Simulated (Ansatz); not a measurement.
**ClGeH6OSbSi: rotation by 120° about the O1–Si2 bond, part 1 of 2**

How high is the barrier for the rotation by 120° about the O1–Si2 bond? Relax the two ends, then run a nudged elastic band between them. SMILES of the start: O[SiH2][SbH][GeH2][Cl].

Program: Ansatz 0.2.0. Level of theory: RKS B3LYP-D4/def2-SVP. These are calculated values, not measurements.

## 1. The system as given

Bond lengths: O1–Si2 1.697 Å, Si2–Sb3 2.521 Å, Sb3–Ge4 2.490 Å, Ge4–Cl5 2.182 Å, O1–H6 1.049 Å, Si2–H7 1.464 Å, Si2–H8 1.509 Å, Sb3–H9 1.795 Å, Ge4–H10 1.558 Å, Ge4–H11 1.613 Å. Angles (14 of 16 angles, heavy atoms first): O1–Si2–Sb3 108.6°, Si2–Sb3–Ge4 92.5°, Sb3–Ge4–Cl5 111.3°, O1–Si2–H7 112.8°, O1–Si2–H8 109.1°, Sb3–Si2–H7 109.2°, Sb3–Si2–H8 109.7°, Si2–O1–H6 102.7°, Si2–Sb3–H9 90.4°, Ge4–Sb3–H9 93.5°, Sb3–Ge4–H10 112.2°, Sb3–Ge4–H11 111.5°, Cl5–Ge4–H10 108.3°, Cl5–Ge4–H11 107.5°.

Structure file:

```xyz
11

O    -0.0183    0.8111    1.8910
Si    1.1261    1.1586    0.6865
Sb    1.4161   -0.8865   -0.7580
Ge   -1.0344   -1.0898   -1.1495
Cl   -1.8130    0.6438   -2.2222
H    -0.9279    1.0158    1.4105
H     0.7368    2.2905   -0.1558
H     2.4395    1.5098    1.3412
H     1.3832   -1.9345    0.6990
H    -1.3960   -2.3698   -1.9615
H    -1.8466   -1.2059    0.2394
```

## 2. End point A

input.yaml reads:

```yaml
crystal:
  periodic: [false, false, false]
  atoms:
    - { symbol: O, position_ang: [-0.0183, 0.8111, 1.891] }
    - { symbol: Si, position_ang: [1.1261, 1.1586, 0.6865] }
    - { symbol: Sb, position_ang: [1.4161, -0.8865, -0.758] }
    - { symbol: Ge, position_ang: [-1.0344, -1.0898, -1.1495] }
    - { symbol: Cl, position_ang: [-1.813, 0.6438, -2.2222] }
    - { symbol: H, position_ang: [-0.9279, 1.0158, 1.4105] }
    - { symbol: H, position_ang: [0.7368, 2.2905, -0.1558] }
    - { symbol: H, position_ang: [2.4395, 1.5098, 1.3412] }
    - { symbol: H, position_ang: [1.3832, -1.9345, 0.699] }
    - { symbol: H, position_ang: [-1.396, -2.3698, -1.9615] }
    - { symbol: H, position_ang: [-1.8466, -1.2059, 0.2394] }
basis:
  gaussian: { orbitals: def2-SVP }
hamiltonian:
  xc: b3lyp
  dispersion: d4
relax:
  f_tol: 0.015
  max_steps: 40
```

Command:

```console
$ ansatz run input.yaml --threads 2 --pin off --max-ram 3072MiB --backend cpu --events-out ev --progress --plain --runs-dir out
```

The program printed (excerpt; [...] marks lines left out):

```text
Warning: RAYON_NUM_THREADS=2 ignored (pool sized by the plan → 2); use --threads N
[...]
Functional definition: B3LYP
[...]
1520 factors; integrals over basis functions are off by at most 3.2e-4 eV
[...]
mean field -85592.06532430 eV, -3145.4503842824 hartree, gradient 4.6e-5 eV, S^2 0.000000; 0 other end points of the search recorded, 0 dependent functions left out
[...]
reference -85592.06562025 eV, -3145.4503951582 hartree; 50, 50 occupied and 88, 88 virtual orbitals, 1520 factors
relax step   1: F+E_penalty+E_count = -85592.67604001 eV  Δ(F+E_penalty+E_count) = +0.000e0 eV  max|allowed force component| = 2.481e0 eV/Å  Δτ_max = 0.0000 Å  (26 SCF iters, accepted)
[...]
relax step   4: F+E_penalty+E_count = -85593.16602584 eV  Δ(F+E_penalty+E_count) = -3.659e-2 eV  max|allowed force component| = 5.526e-1 eV/Å  Δτ_max = 0.0728 Å  (29 SCF iters, accepted)
[...]
relax step   7: F+E_penalty+E_count = -85593.24998950 eV  Δ(F+E_penalty+E_count) = -3.331e-2 eV  max|allowed force component| = 2.470e-1 eV/Å  Δτ_max = 0.1948 Å  (28 SCF iters, accepted)
[...]
relax step  10: F+E_penalty+E_count = -85593.34003953 eV  Δ(F+E_penalty+E_count) = -1.515e-2 eV  max|allowed force component| = 4.963e-1 eV/Å  Δτ_max = 0.1948 Å  (28 SCF iters, accepted)
[...]
relax step  13: F+E_penalty+E_count = -85593.35958867 eV  Δ(F+E_penalty+E_count) = -1.107e-3 eV  max|allowed force component| = 3.479e-2 eV/Å  Δτ_max = 0.0105 Å  (30 SCF iters, accepted)
[...]
relax step  15: F+E_penalty+E_count = -85593.35980620 eV  Δ(F+E_penalty+E_count) = -1.042e-4 eV  max|allowed force component| = 6.957e-3 eV/Å  Δτ_max = 0.0121 Å  (24 SCF iters, accepted)
1520 factors; integrals over basis functions are off by at most 3.8e-4 eV
[...]
mean field -85592.73268275 eV, -3145.4749092529 hartree, gradient 6.4e-6 eV, S^2 0.000000; 1 other end points of the search recorded, 0 dependent functions left out
[...]
reference -85592.73297858 eV, -3145.4749201245 hartree; 50, 50 occupied and 88, 88 virtual orbitals, 1520 factors
Total energy: -85593.36010203 eV, -3145.4979664865 hartree
Atom 0 at    -0.321437     1.221724     1.419102 Å, force     0.005054    -0.001927    -0.006957 eV/Å
Atom 1 at     1.144965     1.216157     0.629492 Å, force    -0.004292     0.001807     0.000063 eV/Å
Atom 2 at     1.556366    -0.940397    -0.815872 Å, force    -0.000253    -0.002142     0.000778 eV/Å
Atom 3 at    -1.064080    -1.302159    -0.945463 Å, force     0.002004     0.000400     0.000371 eV/Å
Atom 4 at    -2.007536     0.694122    -1.253478 Å, force    -0.002490    -0.000265    -0.000438 eV/Å
Atom 5 at    -1.093230     1.300862     0.834465 Å, force     0.001604     0.001008     0.005071 eV/Å
Atom 6 at     1.300009     2.378021    -0.295713 Å, force     0.000774     0.002971    -0.000359 eV/Å
Atom 7 at     2.203476     1.253900     1.672245 Å, force     0.000072     0.000470     0.003332 eV/Å
Atom 8 at     1.598985    -1.908276     0.610762 Å, force    -0.000946    -0.000374    -0.000064 eV/Å
Atom 9 at    -1.531914    -2.116010    -2.171168 Å, force    -0.000900    -0.001401    -0.000169 eV/Å
Atom 10 at    -1.720105    -1.854845     0.336227 Å, force    -0.000627    -0.000546    -0.001630 eV/Å
Dipole moment:     0.175469    -0.269756    -0.159550 e Å
```

Wall time 1.8 min (2 threads of Arm Neoverse V2, shared host); peak memory 0.43 GiB.

Step by step:

```
step  energy from step 1 (eV)  largest force component (eV/Å)
   1                   0.0000                          2.4811
   2                  -0.3919                          1.3286
   3                  -0.4534                          0.9511
   4                  -0.4900                          0.5526
   5                  -0.5131                          0.6585
   6                  -0.5406                          0.6253
   7                  -0.5739                          0.2470
   8                  -0.6148                          0.3424
   9                  -0.6489                          0.4809
  10                  -0.6640                          0.4963
  11                  -0.6761                          0.2903
  12                  -0.6824                          0.0893
  13                  -0.6835                          0.0348
  14                  -0.6837                          0.0209
  15                  -0.6838                          0.0070
```

Step 1 is the start.

After: Bond lengths: O1–Si2 1.665 Å, Si2–Sb3 2.629 Å, Sb3–Ge4 2.648 Å, Ge4–Cl5 2.229 Å, O1–H6 0.971 Å, Si2–H7 1.493 Å, Si2–H8 1.486 Å, Sb3–H9 1.724 Å, Ge4–H10 1.544 Å, Ge4–H11 1.542 Å. Angles (14 of 16 angles, heavy atoms first): O1–Si2–Sb3 113.7°, Si2–Sb3–Ge4 89.1°, Sb3–Ge4–Cl5 107.6°, O1–Si2–H7 112.5°, O1–Si2–H8 107.1°, Sb3–Si2–H7 106.3°, Sb3–Si2–H8 107.2°, Si2–O1–H6 114.5°, Si2–Sb3–H9 90.5°, Ge4–Sb3–H9 89.3°, Sb3–Ge4–H10 114.2°, Sb3–Ge4–H11 115.4°, Cl5–Ge4–H10 103.5°, Cl5–Ge4–H11 104.8°.

## 3. Relaxing end B

The second end starts from a geometry with the move made by hand.

input.yaml reads:

```yaml
crystal:
  periodic: [false, false, false]
  atoms:
    - { symbol: O, position_ang: [-0.0183, 0.8111, 1.891] }
    - { symbol: Si, position_ang: [1.1261, 1.1586, 0.6865] }
    - { symbol: Sb, position_ang: [0.27913, 3.09258, -0.69026] }
    - { symbol: Ge, position_ang: [-0.1219, 4.49393, 1.32838] }
    - { symbol: Cl, position_ang: [1.74043, 4.91347, 2.38573] }
    - { symbol: H, position_ang: [-0.9279, 1.0158, 1.4105] }
    - { symbol: H, position_ang: [2.44038, 1.49779, 1.23408] }
    - { symbol: H, position_ang: [1.29968, -0.05506, -0.19321] }
    - { symbol: H, position_ang: [-1.37512, 2.3959, -0.67236] }
    - { symbol: H, position_ang: [-0.80051, 5.85186, 0.97624] }
    - { symbol: H, position_ang: [-1.11542, 3.76206, 2.36736] }
basis:
  gaussian: { orbitals: def2-SVP }
hamiltonian:
  xc: b3lyp
  dispersion: d4
relax:
  f_tol: 0.015
  max_steps: 40
```

Command:

```console
$ ansatz run input.yaml --threads 2 --pin off --max-ram 3072MiB --backend cpu --events-out ev --progress --plain --runs-dir out
```

The program printed (excerpt; [...] marks lines left out):

```text
Warning: RAYON_NUM_THREADS=2 ignored (pool sized by the plan → 2); use --threads N
[...]
Functional definition: B3LYP
[...]
1520 factors; integrals over basis functions are off by at most 2.8e-4 eV
[...]
mean field -85592.05316714 eV, -3145.4499375149 hartree, gradient 4.7e-5 eV, S^2 0.000000; 0 other end points of the search recorded, 0 dependent functions left out
[...]
reference -85592.05346217 eV, -3145.4499483573 hartree; 50, 50 occupied and 88, 88 virtual orbitals, 1520 factors
relax step   1: F+E_penalty+E_count = -85592.66506102 eV  Δ(F+E_penalty+E_count) = +0.000e0 eV  max|allowed force component| = 2.441e0 eV/Å  Δτ_max = 0.0000 Å  (26 SCF iters, accepted)
[...]
relax step   5: F+E_penalty+E_count = -85593.16936086 eV  Δ(F+E_penalty+E_count) = -2.213e-2 eV  max|allowed force component| = 4.155e-1 eV/Å  Δτ_max = 0.0627 Å  (29 SCF iters, accepted)
[...]
Atom 1 at     1.127759     1.178468     0.631726 Å, force    -0.001580     0.008354    -0.008210 eV/Å
Atom 2 at     0.357560     3.171610    -0.873790 Å, force     0.000503    -0.001863    -0.002555 eV/Å
Atom 3 at    -0.294839     4.479225     1.333762 Å, force    -0.003764    -0.000105    -0.004938 eV/Å
Atom 4 at     1.564948     4.595722     2.493380 Å, force     0.002689    -0.000391     0.005466 eV/Å
Atom 5 at    -0.728289     0.907342     1.928500 Å, force     0.000818    -0.001199    -0.001572 eV/Å
Atom 6 at     2.529753     1.401374     1.060394 Å, force     0.004726    -0.001550     0.000284 eV/Å
Atom 7 at     1.043898    -0.063561    -0.199111 Å, force     0.000330    -0.001067     0.001502 eV/Å
Atom 8 at    -1.224820     2.482493    -0.976491 Å, force    -0.001590    -0.001401     0.000363 eV/Å
Atom 9 at    -0.721416     5.939978     1.064960 Å, force     0.001298    -0.000750     0.001228 eV/Å
Atom 10 at    -1.347947     3.793092     2.230023 Å, force     0.000957     0.000582     0.000549 eV/Å
Dipole moment:    -0.441791    -0.193178    -0.357617 e Å
```

It took 1.9 min on 2 threads of Arm Neoverse V2, shared host; peak memory 0.42 GiB.

Relaxation path:

```
step  energy from step 1 (eV)  largest force component (eV/Å)
   1                   0.0000                          2.4407
   2                  -0.3844                          1.1335
   3                  -0.4520                          0.8081
   4                  -0.4822                          0.5931
   5                  -0.5043                          0.4155
   6                  -0.5149                          0.3294
   7                  -0.5184                          0.1880
   8                  -0.5223                          0.0730
   9                  -0.5259                          0.0939
 10x                  -0.5194                          0.3369
  11                  -0.5294                          0.0545
  12                  -0.5294                          0.1376
  13                  -0.5312                          0.0671
  14                  -0.5319                          0.0688
  15                  -0.5323                          0.0194
  16                  -0.5324                          0.0084
```

Step 1 is the start. 1 step was tried and not accepted (marked x).

After: Bond lengths: O1–Si2 1.672 Å, Si2–Sb3 2.614 Å, Sb3–Ge4 2.647 Å, Ge4–Cl5 2.195 Å, O1–H6 0.965 Å, Si2–H7 1.483 Å, Si2–H8 1.497 Å, Sb3–H9 1.729 Å, Ge4–H10 1.545 Å, Ge4–H11 1.544 Å. Angles (14 of 16 angles, heavy atoms first): O1–Si2–Sb3 112.3°, Si2–Sb3–Ge4 88.2°, Sb3–Ge4–Cl5 104.9°, O1–Si2–H7 106.4°, O1–Si2–H8 111.8°, Sb3–Si2–H7 109.3°, Sb3–Si2–H8 107.3°, Si2–O1–H6 117.2°, Si2–Sb3–H9 90.0°, Ge4–Sb3–H9 91.2°, Sb3–Ge4–H10 112.9°, Sb3–Ge4–H11 115.6°, Cl5–Ge4–H10 106.0°, Cl5–Ge4–H11 107.2°.

## 4. The band

crystal.atoms is end A as relaxed above, and neb.final_atoms is end B, turned to lie on A. With 7 inner images the band has 9 in all.

input.yaml reads:

```yaml
crystal:
  periodic: [false, false, false]
  atoms:
    - { symbol: O, position_ang: [-0.321437, 1.221724, 1.419102] }
    - { symbol: Si, position_ang: [1.144965, 1.216157, 0.629492] }
    - { symbol: Sb, position_ang: [1.556366, -0.940397, -0.815872] }
    - { symbol: Ge, position_ang: [-1.06408, -1.302159, -0.945463] }
    - { symbol: Cl, position_ang: [-2.007536, 0.694122, -1.253478] }
    - { symbol: H, position_ang: [-1.09323, 1.300862, 0.834465] }
    - { symbol: H, position_ang: [1.300009, 2.378021, -0.295713] }
    - { symbol: H, position_ang: [2.203476, 1.2539, 1.672245] }
    - { symbol: H, position_ang: [1.598985, -1.908276, 0.610762] }
    - { symbol: H, position_ang: [-1.531914, -2.11601, -2.171168] }
    - { symbol: H, position_ang: [-1.720105, -1.854845, 0.336227] }
basis:
  gaussian: { orbitals: def2-SVP }
hamiltonian:
  xc: b3lyp
  dispersion: d4
neb:
  order_check: false
  images: 7
  f_tol: 0.03
  max_iterations: 25
  initial_path: idpp
  final_atoms:
    - { symbol: O, position_ang: [-0.37647901, 1.20931196, 1.41072212] }
    - { symbol: Si, position_ang: [1.06286584, 1.26130714, 0.56074187] }
    - { symbol: Sb, position_ang: [1.5042234, -0.94016501, -0.77758688] }
    - { symbol: Ge, position_ang: [-1.11395029, -1.17765117, -1.08989142] }
    - { symbol: Cl, position_ang: [-1.73074896, 0.66129744, -2.11698467] }
    - { symbol: H, position_ang: [-0.47065772, 0.51620762, 2.07506631] }
    - { symbol: H, position_ang: [0.94950716, 2.39641282, -0.38673658] }
    - { symbol: H, position_ang: [2.23561629, 1.47295606, 1.46618096] }
    - { symbol: H, position_ang: [1.44733303, -1.84608914, 0.69395012] }
    - { symbol: H, position_ang: [-1.50568332, -2.34141979, -2.0280863] }
    - { symbol: H, position_ang: [-1.93652742, -1.26906895, 0.21322346] }
```

Command:

```console
$ ansatz run input.yaml --threads 2 --pin off --max-ram 3072MiB --backend cpu --events-out ev --progress --plain --runs-dir out
```

The program printed (excerpt; [...] marks lines left out):

```text
Warning: RAYON_NUM_THREADS=2 ignored (pool sized by the plan → 2); use --threads N
[...]
Functional definition: B3LYP
[...]
1517 factors; integrals over basis functions are off by at most 3.1e-4 eV
[...]
mean field -85592.73261507 eV, -3145.4749067660 hartree, gradient 2.9e-5 eV, S^2 0.000000; 0 other end points of the search recorded, 0 dependent functions left out
[...]
reference -85592.73291234 eV, -3145.4749176905 hartree; 50, 50 occupied and 88, 88 virtual orbitals, 1517 factors
1517 factors; integrals over basis functions are off by at most 4.3e-4 eV
mean field -85592.58240643 eV, -3145.4693867002 hartree, gradient 4.4e-5 eV, S^2 0.000000; 0 other end points of the search recorded, 0 dependent functions left out
[...]
reference -85592.58270329 eV, -3145.4693976097 hartree; 50, 50 occupied and 88, 88 virtual orbitals, 1517 factors
[...]
Atom 1 at     1.129428     1.166004     0.758515 Å, force    -0.007975     0.000691     0.007810 eV/Å
Atom 2 at     1.508211    -0.877262    -0.829622 Å, force     0.000879     0.000776     0.000607 eV/Å
Atom 3 at    -1.108844    -1.011485    -1.187775 Å, force    -0.002368     0.002521     0.000503 eV/Å
Atom 4 at    -1.700788     0.955201    -1.961000 Å, force     0.001039    -0.000715    -0.000549 eV/Å
Atom 5 at    -0.813868     0.262121     1.595514 Å, force    -0.000873     0.004089     0.003134 eV/Å
Atom 6 at     1.057759     2.386945    -0.089154 Å, force    -0.000798     0.000342    -0.000203 eV/Å
Atom 7 at     2.327361     1.267158     1.641873 Å, force     0.000753     0.000182    -0.000735 eV/Å
Atom 8 at     1.397200    -1.965660     0.507125 Å, force    -0.000446    -0.001142    -0.000717 eV/Å
Atom 9 at    -1.566728    -2.053388    -2.230143 Å, force     0.000442    -0.001241     0.000211 eV/Å
Atom 10 at    -1.922230    -1.216670     0.116308 Å, force     0.000998     0.000008    -0.000157 eV/Å
Dipole moment:     0.160507    -0.474559     0.029703 e Å
this run last wrote the band of iteration 18 to <dir>
```

Wall time 14 min (2 threads of Arm Neoverse V2, shared host); peak memory 0.43 GiB.

## 5. The band, image by image

Images 0 and 8 are the ends. Energies count from image 0; the path length is the program's own measure over all atoms.

```
image  path (Å)  energy (eV)  dihedral H6–O1–Si2–Sb3 (°)  band force (eV/Å)
    0     0.000       0.0000                         -68                  -
    1     0.398       0.0146                         -75              0.009
    2     0.796       0.0613                         -75              0.007
    3     1.195       0.1187                         -65              0.018
    4     1.593       0.1685                         -43              0.009
   5*     1.991       0.2012                          -2              0.010
    6     2.247       0.1865                          26              0.029
    7     2.503       0.1668                          49              0.006
    8     2.758       0.1623                          60                  -
```

The star marks the climbing image.

image, energy (eV) and a bar:
```
        0      0.000 
        1      0.015 ##
        2      0.061 #########
        3      0.119 ##################
        4      0.168 #########################
        5      0.201 ##############################
        6      0.186 ############################
        7      0.167 #########################
        8      0.162 ########################
```

How the highest energy settled:

```
iteration  highest image above image 0 (eV)  largest band force (eV/Å)
        1                            0.3003                      1.184
        3                            0.2515                      0.525
        5                            0.2253                      0.375
        7                            0.2144                      0.147
        9                            0.2065                      0.047
       11                            0.2026                      0.161
       13                            0.2021                      0.089
       15                            0.2015                      0.042
       17                            0.2012                      0.038
       18                            0.2012                      0.029
```

The band as a trajectory file:

```xyz
11
image=0 dE=0.0000
O    -0.321    1.222    1.419
Si    1.145    1.216    0.629
Sb    1.556   -0.940   -0.816
Ge   -1.064   -1.302   -0.945
Cl   -2.008    0.694   -1.253
H    -1.093    1.301    0.834
H     1.300    2.378   -0.296
H     2.203    1.254    1.672
H     1.599   -1.908    0.611
H    -1.532   -2.116   -2.171
H    -1.720   -1.855    0.336
11
image=1 dE=0.0146
O    -0.291    1.074    1.517
Si    1.125    1.178    0.642
Sb    1.580   -0.957   -0.818
Ge   -1.046   -1.245   -0.993
Cl   -1.868    0.790   -1.363
H    -1.098    1.190    0.991
H     1.135    2.350   -0.281
H     2.237    1.292    1.623
H     1.579   -1.936    0.602
H    -1.534   -2.083   -2.195
H    -1.753   -1.710    0.295
11
image=2 dE=0.0613
O    -0.237    0.972    1.627
Si    1.120    1.156    0.670
Sb    1.577   -0.945   -0.834
Ge   -1.048   -1.191   -1.050
Cl   -1.779    0.845   -1.544
H    -1.084    1.050    1.168
H     1.027    2.342   -0.229
H     2.276    1.308    1.594
H     1.547   -1.951    0.568
H    -1.538   -2.098   -2.200
H    -1.795   -1.546    0.252
11
image=3 dE=0.1187
O    -0.171    0.925    1.730
Si    1.127    1.150    0.704
Sb    1.559   -0.923   -0.840
Ge   -1.064   -1.129   -1.110
Cl   -1.735    0.881   -1.737
H    -1.046    0.838    1.333
H     0.975    2.343   -0.179
H     2.314    1.320    1.582
H     1.495   -1.958    0.539
H    -1.547   -2.105   -2.204
H    -1.840   -1.397    0.200
11
image=4 dE=0.1685
O    -0.148    0.940    1.782
Si    1.132    1.158    0.737
Sb    1.534   -0.900   -0.833
Ge   -1.086   -1.063   -1.158
Cl   -1.711    0.916   -1.893
H    -0.963    0.541    1.459
H     0.984    2.355   -0.139
H     2.336    1.322    1.594
H     1.436   -1.963    0.523
H    -1.563   -2.092   -2.205
H    -1.886   -1.270    0.154
11
image=5 dE=0.2012
O    -0.242    1.030    1.699
Si    1.129    1.166    0.759
Sb    1.508   -0.877   -0.830
Ge   -1.109   -1.011   -1.188
Cl   -1.701    0.955   -1.961
H    -0.814    0.262    1.596
H     1.058    2.387   -0.089
H     2.327    1.267    1.642
H     1.397   -1.966    0.507
H    -1.567   -2.053   -2.230
H    -1.922   -1.217    0.116
11
image=6 dE=0.1865
O    -0.322    1.051    1.596
Si    1.124    1.149    0.769
Sb    1.504   -0.867   -0.851
Ge   -1.115   -0.980   -1.215
Cl   -1.691    0.998   -1.967
H    -0.723    0.190    1.754
H     1.101    2.404   -0.026
H     2.294    1.188    1.699
H     1.388   -1.970    0.475
H    -1.558   -2.001   -2.286
H    -1.936   -1.219    0.075
11
image=7 dE=0.1668
O    -0.378    1.030    1.541
Si    1.108    1.125    0.780
Sb    1.500   -0.852   -0.884
Ge   -1.119   -0.954   -1.252
Cl   -1.676    1.033   -1.996
H    -0.621    0.188    1.943
H     1.116    2.408    0.035
H     2.244    1.111    1.755
H     1.392   -1.980    0.423
H    -1.544   -1.956   -2.347
H    -1.955   -1.211    0.023
11
image=8 dE=0.1623
O    -0.364    0.960    1.595
Si    1.074    1.143    0.760
Sb    1.495   -0.808   -0.928
Ge   -1.126   -0.972   -1.266
Cl   -1.731    1.017   -1.970
H    -0.461    0.167    2.135
H     0.967    2.421    0.015
H     2.251    1.193    1.683
H     1.435   -1.946    0.372
H    -1.529   -1.960   -2.383
H    -1.945   -1.273    0.007
```

(Continued in part 2 of 2.)
